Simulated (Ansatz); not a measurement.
# Cl2HSSi radical: how energies converge with the basis set

An exercise on one series of results from a longer session: the logs are not shown, and one member is left open.

Program: Ansatz 0.2.0, Gaussian basis. Level of theory: one geometry, several basis sets. These are calculated values, not measurements.

The runs, in order: PBE0-D4/def2-SVP; ωB97M-V/def2-SVP; PBE0-D4/def2-QZVPP; ωB97M-V/def2-QZVPP; the functionals' def2-TZVPP values are taken from earlier runs.

## The relaxed structure

The geometry comes from an earlier relaxation with PBE0-D4 in a triple-zeta def2 set; it is a stationary point.

SMILES `S[Si](Cl)Cl`, 5 atoms, charge 0, spin multiplicity 2.

Atoms are counted from 1 here; the program's logs count them from 0.

Bond lengths: S1–Si2 2.127 Å, S1–H5 1.345 Å, Si2–Cl3 2.048 Å, Si2–Cl4 2.057 Å. Angles: Si2–S1–H5 92.6°, S1–Si2–Cl3 105.5°, S1–Si2–Cl4 112.2°, Cl3–Si2–Cl4 109.7°.

Coordinates:

```xyz
5
charge 0, multiplicity 2
S     0.5299    1.1892   -0.8703
Si    0.1228   -0.2576    0.6349
Cl    1.6815   -1.5838    0.5550
Cl   -1.6483   -1.2484    0.2996
H    -0.6360    1.8269   -0.6605
```

The first run:

File in.yaml:

```yaml
crystal:
  periodic: [false, false, false]
  atoms:
    - {symbol: S, position_ang: [0.529927, 1.189199, -0.870330]}
    - {symbol: Si, position_ang: [0.122764, -0.257641, 0.634865]}
    - {symbol: Cl, position_ang: [1.681486, -1.583783, 0.554952]}
    - {symbol: Cl, position_ang: [-1.648286, -1.248384, 0.299611]}
    - {symbol: H, position_ang: [-0.635992, 1.826909, -0.660497]}
basis:
  gaussian: {orbitals: def2-SVP}
magnetization: {spin_polarized: true, initial_magnetization: 1}
hamiltonian: {xc: pbe0, dispersion: d4}
output: {orbitals: {seedname: orbitals}}
```

Command:

```sh
$ ansatz run in.yaml --threads 4 --pin off --events-out ev --progress --plain --max-ram 10444MiB
```

Among the steps run: PBE0-D4 in def2-SVP; ωB97M-V in def2-SVP; PBE0-D4 in def2-QZVPP; ωB97M-V in def2-QZVPP.

One of the session's tables, all rows but one given; the rest of the session is left out.

It belongs to the step «Density functionals: the series». 

| functional | basis | HOMO (eV) | LUMO (eV) |
| --- | --- | --- | --- |
| PBE0-D4 | def2-SVP | -6.52 | -3.12 |
| PBE0-D4 | def2-TZVPP | -6.61 | -3.17 |
| PBE0-D4 | def2-QZVPP | -6.65 | -3.22 |
| ωB97M-V | def2-SVP | -8.20 | -1.45 |
| ωB97M-V | def2-TZVPP | -8.33 | -1.57 |
| ωB97M-V | def2-QZVPP | ? | ? |

Q: Estimate the row for ωB97M-V, def2-QZVPP from the others.

**Answer.** HOMO (eV): -8.39; LUMO (eV): -1.66. In the column «HOMO (eV)» it is the lowest.
